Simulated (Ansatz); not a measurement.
**KBr (Fm-3m): equation of state with a fit, by script**

A script is to give an equation of state with a fit; the system is KBr (Fm-3m).

All numbers are computed with Ansatz 0.2.0, driven from Python. Level of theory: DFT PBE, plane waves, PAW.

**1. The structure**

The structure is cubic, space group Fm-3m (No. 225). The conventional cell has a = 6.600 Å, b = 6.600 Å, c = 6.600 Å, α = 90.00°, β = 90.00°, γ = 90.00°. K (site symmetry m-3m) has 6 Br at 3.30 Å as nearest neighbours. Br (site symmetry m-3m) is surrounded by 6 K at 3.30 Å.

The script holds or builds the structure itself.

**2. The script**

The input, eos.py:

```python
"""Energy against volume for KBr, with a fit."""

import ansatz as az
import numpy as np

VECTORS = np.array([
    [0.0, 3.3, 3.3],
    [3.3, 0.0, 3.3],
    [3.3, 3.3, 0.0],
])
SITES = [
    ("K", (0.0, 0.0, 0.0)),
    ("Br", (0.5, 0.5, 0.5)),
]


def crystal_on(cell):
    crystal = az.Crystal(lattice=az.Lattice.of(cell))
    for symbol, position in SITES:
        crystal = crystal.atom(symbol, position)
    return crystal


def main() -> None:
    # scale the volume, keep shape and fractions
    volumes, energies = [], []
    for scale in np.linspace(0.92, 1.08, 7):
        cell = VECTORS * scale ** (1 / 3)
        calc = crystal_on(cell).calculation()
        calc = calc.basis(19 * az.Ha)
        calc = calc.functional("pbe").occupations("fixed")
        calc = calc.kpoints(5, 5, 5)
        rep = calc.run(threads=1).report
        volumes.append(abs(np.linalg.det(cell)) / len(SITES))
        energies.append(rep["free_energy_ev"] / len(SITES))
        print(f"V = {volumes[-1]:8.4f} A^3/atom  F = {energies[-1]:.5f} eV/atom")

    # third-order Birch-Murnaghan: a cubic in V^(-2/3)
    x = np.array(volumes) ** (-2 / 3)
    poly = np.polynomial.Polynomial.fit(x, energies, 3).convert()
    roots = poly.deriv().roots()
    x0 = min((r.real for r in roots if abs(r.imag) < 1e-9 and poly.deriv(2)(r.real) > 0), key=lambda r: abs(r - x.mean()))
    v0 = x0 ** -1.5
    b0 = 4 / 9 * poly.deriv(2)(x0) * v0 ** (-7 / 3) * 160.21766
    b1 = 4 + 2 / 3 * x0 * poly.deriv(3)(x0) / poly.deriv(2)(x0)
    print(f"V0 = {v0:.4f} A^3/atom, B0 = {b0:.1f} GPa, dB/dP = {b1:.2f}")


if __name__ == "__main__":
    main()
```

**3. Running it**

Command:

```sh
python eos.py
```

**Question.** Where does the minimum lie against the volume typed, and how stiff is the crystal?

As calculated:

| quantity | value |
| --- | --- |
| runs compared | 7 |
| range of energy | 30.70 meV/atom |
| lowest point, volume (Å³/atom) | 37.854 |
| equilibrium volume (fit) | 37.69 Å³/atom |
| bulk modulus (fit) | 13 GPa |

A third-order Birch-Murnaghan fit through the 7 points has its minimum at 37.69 Å³ an atom, 4.9 % above the typed cell, with a bulk modulus of 13 GPa and dB/dP = 4.8. From that minimum the energy rises by 30.7 meV an atom on the compressed side and 1.3 meV on the expanded side. The window is off centre, so dB/dP is rough.
